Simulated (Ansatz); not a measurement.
# C2H3Cl3OTi: a ladder of functionals and wavefunction methods

One table from this session's results is given with a row withheld; the runs are named, their logs left out.

Program: Ansatz 0.2.0, Gaussian basis. Level of theory: functionals in def2-TZVPP, the program's frozen cores in correlated methods. These are calculated values, not measurements.

Plan: PBE-D4, r2SCAN-D4, PBE0-D4, B3LYP-D4, ωB97X-V, ωB97M-V, B2PLYP; CCSD(T)/def2-TZVPP; MP2/def2-QZVPP; extrapolation to the limit.

**The geometry**

The geometry comes from an earlier relaxation with PBE0-D4 in a triple-zeta def2 set; it is a stationary point, not always the lowest conformer.

10 atoms, charge 0, spin multiplicity 1.

Atoms are counted from 1 here; the program's logs count them from 0.

Bond lengths: C1–C2 1.324 Å, C1–H8 1.081 Å, C1–H9 1.083 Å, C2–O3 1.343 Å, C2–H10 1.086 Å, O3–Ti4 1.740 Å, Ti4–Cl5 2.181 Å, Ti4–Cl6 2.181 Å, Ti4–Cl7 2.183 Å. Angles: C2–C1–H8 119.5°, C2–C1–H9 121.6°, H8–C1–H9 119.0°, C1–C2–O3 123.0°, C1–C2–H10 123.6°, O3–C2–H10 113.4°, C2–O3–Ti4 178.0°, O3–Ti4–Cl5 108.4°, O3–Ti4–Cl6 108.4°, O3–Ti4–Cl7 109.0°, Cl5–Ti4–Cl6 110.0°, Cl5–Ti4–Cl7 110.5°, Cl6–Ti4–Cl7 110.5°.

The first run:

in.yaml

```yaml
crystal:
  periodic: [false, false, false]
  atoms:
    - {symbol: C, position_ang: [-0.694580, -0.701245, -1.869454]}
    - {symbol: C, position_ang: [0.278927, -0.815567, -0.978992]}
    - {symbol: O, position_ang: [0.310657, -0.113278, 0.165099]}
    - {symbol: Ti, position_ang: [0.300101, 0.824521, 1.630200]}
    - {symbol: Cl, position_ang: [0.268905, 2.938084, 1.093169]}
    - {symbol: Cl, position_ang: [-1.494148, 0.314247, 2.760156]}
    - {symbol: Cl, position_ang: [2.090478, 0.356466, 2.787334]}
    - {symbol: H, position_ang: [-0.661990, -1.295392, -2.772061]}
    - {symbol: H, position_ang: [-1.526226, -0.025226, -1.716843]}
    - {symbol: H, position_ang: [1.127865, -1.482610, -1.098588]}
basis:
  gaussian: {orbitals: def2-TZVPP}
hamiltonian: {xc: pbe, dispersion: d4}
output: {forces: true, orbitals: {seedname: orbitals}}
```

Started as:

```sh
> ansatz run in.yaml --threads 2 --pin off --events-out ev --progress --plain --max-ram 22528MiB --backend cuda --devices 0, --max-vram 18GiB
```

Among the steps run: PBE-D4 (GGA); r2SCAN-D4 (meta-GGA); PBE0-D4 (hybrid); B3LYP-D4 (hybrid); ωB97X-V (range-separated); ωB97M-V (range-separated); B2PLYP (double hybrid).

One of the session's tables, all rows but one given; the rest of the session is left out.

| functional | HOMO (eV) | LUMO (eV) | gap (eV) |
| --- | --- | --- | --- |
| PBE-D4 | -6.77 | -3.91 | 2.86 |
| r2SCAN-D4 | -6.98 | -3.92 | 3.06 |
| PBE0-D4 | ? | ? | ? |
| B3LYP-D4 | -7.65 | -3.34 | 4.31 |
| ωB97X-V | -10.16 | -1.09 | 9.07 |
| ωB97M-V | -10.04 | -1.05 | 8.99 |

Estimate the missing values for PBE0-D4.

The run gave: HOMO (eV): -7.87; LUMO (eV): -3.13; gap (eV): 4.73. In the column «HOMO (eV)» it lies between ωB97M-V (-10.04) and B3LYP-D4 (-7.65).
